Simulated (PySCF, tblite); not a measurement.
# C₆H₁₁OS−: geometry, infrared bands and NMR shifts

Wanted: the infrared bands and NMR shifts of C₆H₁₁OS− (`C[C@@H](O)C[C@H]1C[C@@H]1[S-]`), by calculation.

The runs use tblite 0.8.0 and PySCF 2.14.0, with density-fitted response routines of our own; the level of theory stands in each step. All values are computed, except where a source is named. Atoms count from 0, in the outputs and in this text.

### 1 The starting structure

19 atoms, charge -1, multiplicity 1; geometry from: force field or distance geometry start.

Bonds of the start (Å): C0–C1 1.53, C1–O2 1.43, C1–C3 1.54, C3–C4 1.51, C4–C5 1.51, C5–C6 1.50, C6–S7 1.80, C6–C4 1.51, C0–H8 1.09, C0–H9 1.11, C0–H10 1.09, C1–H11 1.09, O2–H12 0.98, C3–H13 1.10, C3–H14 1.09, C4–H15 1.08, C5–H16 1.08, C5–H17 1.09, C6–H18 1.08.

### 2 Relaxing the molecule with GFN2-xTB

What the job is given:

```
{"job": {"kind": "relax", "xc": "GFN2-xTB", "basis": "xTB"}, "charge": -1, "multiplicity": 1}
C     -1.664600    -1.356900     0.743600
C     -1.588800    -0.049800    -0.054300
O     -1.580200     1.040300     0.869200
C     -0.383500     0.027900    -1.011100
C      0.935800    -0.125100    -0.296700
C      2.205400     0.445100    -0.876800
C      1.568500     1.099900     0.310200
S      2.273200     0.839100     1.944800
H     -0.863500    -1.438900     1.483400
H     -2.613900    -1.384700     1.317000
H     -1.645200    -2.226900     0.081700
H     -2.499000     0.037100    -0.644400
H     -0.718100     1.038600     1.324700
H     -0.463400    -0.772400    -1.758400
H     -0.419000     0.987800    -1.533200
H      1.036300    -1.087800     0.192400
H      2.169300     0.980700    -1.813100
H      3.128000    -0.116100    -0.725900
H      1.112900     2.071400     0.157400
```

Run with:

```sh
> OMP_NUM_THREADS=1 python probes_run.py task.json out
```

This one command runs all jobs of the session in turn.

**Question.** This job is followed by: GFN2-xTB harmonic vibrations, gas phase; GIAO PBE0/pcSseg-1 NMR shielding, non-relativistic, gas phase. Predict these results of the whole session: strongest single infrared mode (GFN2-xTB); zero-point energy (GFN2-xTB); 13C shifts against TMS (PBE0/pcSseg-1); 1H shifts against TMS (PBE0/pcSseg-1, means over atoms taken as alike); 17O shifts against H2O (PBE0/pcSseg-1); 33S shifts against CS2 (PBE0/pcSseg-1).

As calculated:

| quantity | value |
| --- | --- |
| strongest single infrared mode (GFN2-xTB) | 544 cm⁻¹, 168 km/mol |
| zero-point energy (GFN2-xTB) | 99.0 kcal/mol |
| 13C shifts against TMS (PBE0/pcSseg-1) | 73.2, 48.2, 30.3, 26.6, 25.6, 22.5 ppm |
| 1H shifts against TMS (PBE0/pcSseg-1, means over atoms taken as alike) | 3.73, 3.28, 2.40, 1.78, 1.23, 0.83, -0.06, -0.12, -0.44 ppm |
| 17O shifts against H2O (PBE0/pcSseg-1) | 59.1 ppm |
| 33S shifts against CS2 (PBE0/pcSseg-1) | -104 ppm |

What this shows: Relaxing lowered the energy by 0.118 eV in 46 steps; the close pair that moved most is C6–S7, from 1.799 to 1.769 Å. All 51 modes are real, so the xTB geometry is a minimum. The strongest single mode, at 544 cm⁻¹, moves mainly H12. GFN2-xTB is a fitted tight-binding method: band positions and strengths are rough. Its intensities can rank the bands wrongly. H11 (hydrogen on an sp3 CH bonded to O) lies farthest downfield among hydrogen, at 3.73 ppm; its carbon carries O, which withdraws density. At PBE0/pcSseg-1: Shielding is most anisotropic at S7 (span 508 ppm, paramagnetic term -449 ppm). At PBE0/pcSseg-1 the HOMO lies above zero (+0.18 eV), as often for anions in the gas phase: self-interaction error lifts it, or the electron is held by the finite basis alone; counter-ions and solvent are missing.
